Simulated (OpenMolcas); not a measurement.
# Au³⁺ among point charges: CASSCF and CASPT2 levels and susceptibility

Aim: the splitting of the states of Au³⁺ in the field of 6 point charges, its lowest levels with spin-orbit coupling and its magnetic susceptibility.

Method: state-averaged CASSCF and CASPT2, spin-orbit coupling by RASSI with atomic mean-field integrals. Code: OpenMolcas 26.06.

### 1 Starting point

- Species: Au³⁺ (gold, Z = 79, 76 electrons)
- Basis: ANO-RCC-VTZP [8s7p5d3f1g], 84 functions
- Scalar Hamiltonian: DKH2, point nucleus
- Inactive shells: 1s 2s 2p 3s 3p 3d 4s 4p 4d 4f 5s 5p
- Active space: 8 electrons in 5 orbitals (5d)
- Some configurations of this space: 5d⁸
- Orbitals: optimised for each spin and parity, averaged over all roots

The outer shells:

5d8
```
5d [↑↓][↑↓][↑↓][↑ ][↑ ]
```

The ion sits among 6 point charges of -1 e arranged as an octahedron (Oh), 2.07 Å from the ion.

The work runs as a chain of OpenMolcas steps in one folder; each step below is one input file. Labels, J, g values, rates, χT and fits are worked out afterwards by a script from the matrices that RASSI stores. The input lists half of the charges; inversion (Group=XYZ) makes the rest.

### 2 Basis and integrals

a.inp reads:

```
&GATEWAY
Coord
1

Au 0.0 0.0 0.0
Basis=ANO-RCC-VTZP
Group=XYZ
NoMove
AngMom=0.0 0.0 0.0
AMFI
XField
3 Angstrom 0
2.070000 0.000000 0.000000 -1.000000
0.000000 2.070000 0.000000 -1.000000
0.000000 0.000000 2.070000 -1.000000
&SEWARD
```

The run is started by

```bash
$ OMP_NUM_THREADS=1 MOLCAS_MEM=1689 MOLCAS_PROJECT=a pymolcas a.inp > a.log
```

### 3 CASSCF: triplets of even parity, 10 roots

a.inp reads:

```
&RASSCF
FileOrb=start.orb
Symmetry=1
Spin=3
nActEl=8 0 0
Inactive=15 19
Ras2=5 0
CIRoot=10 10 1
SDav=10
CIMx=300
Iter=120 100
PrWF=0.3
OrbListing=Nothing
MaxOrb=0
>>> COPY $Project.JobIph JOB001
```

start.orb holds the contracted functions of the basis, ordered by shell, or the orbitals of the step before.

### 4 Reference wave functions, singlets of even parity, 15 roots

a.inp reads:

```
&RASSCF
FileOrb=start.orb
Symmetry=1
Spin=1
nActEl=8 0 0
Inactive=15 19
Ras2=5 0
CIRoot=15 15 1
SDav=15
CIMx=300
Iter=120 100
PrWF=0.3
OrbListing=Nothing
MaxOrb=0
>>> COPY $Project.JobIph JOB002
```

### 5 State interaction with spin-orbit coupling

a.inp reads:

```
&RASSI
NrOfJobIphs=2 10 15
1 2 3 4 5 6 7 8 9 10
1 2 3 4 5 6 7 8 9 10 11 12 13 14 15
IphNames
JOB001
JOB002
EJob
SpinOrbit
DIPRint=1.0
SOCoupling=1000.0
Subsets=2
Property=9
'ANGMOM' 1 'ANGMOM' 2 'ANGMOM' 3 'MLTPL  1' 1 'MLTPL  1' 2 'MLTPL  1' 3
'AMFI' 1 'AMFI' 2 'AMFI' 3
SOProperty=3
'ANGMOM' 1 'ANGMOM' 2 'ANGMOM' 3
```

### 6 CASPT2: IPEA 0.25, imaginary shift 0.1 (closed shells correlated: 5s 5p)

a.inp reads:

```
>>> COPY JOB001 $Project.JobIph
&CASPT2
Multistate=10 1 2 3 4 5 6 7 8 9 10
NoMult
Frozen=14 16
IPEA=0.25
Imaginary=0.1
MaxIter=60
WThr=0.0 0.3 0.05
PrWF=0.5
NoMix
>>> COPY JOB002 $Project.JobIph
&CASPT2
Multistate=15 1 2 3 4 5 6 7 8 9 10 11 12 13 14 15
NoMult
Frozen=14 16
IPEA=0.25
Imaginary=0.1
MaxIter=60
WThr=0.0 0.3 0.05
PrWF=0.5
NoMix
```

(Steps that only read results are left out.)

What does the calculation give? Wanted: spin-free ground state; first state of the same spin within the active space; lowest level; next level.

As calculated:

| quantity | value |
| --- | --- |
| method | SS-CASPT2, IPEA 0.25, imaginary shift 0.1 (closed shells correlated: 5s 5p) |
| spin-free ground state | 3A2, 1-fold in its orbital part |
| first state of the same spin within the active space | 3T2 at 3420 cm⁻¹ |
| lowest level | 3-fold T2 |
| next level | 2278.4 cm⁻¹ |
| χT at 300 K | 2.71 cm³ K/mol |
| effective moment at 300 K | 4.66 μB |

Cost by method:

| method | time of its own steps | time with the reference |
| --- | --- | --- |
| A. CASSCF | 5.4 s | 5.4 s |
| B. SS-CASPT2, IPEA 0.25, imaginary shift 0.1, +5s 5p | 4 s | 9.3 s |

Times are of one thread on a shared host.

The spin-free ground state (3A2) comes to 100 % from free-ion F terms and keeps the highest spin of the shell. χT at 300 K is 2.71, against 1.00 cm³ K/mol for the spin alone, so orbital moment adds to it. CASPT2 does not keep the components of a term degenerate, and the means are used. The field of point charges can differ much from that of real complexes. This is an electrostatic model: the charges have no orbitals.
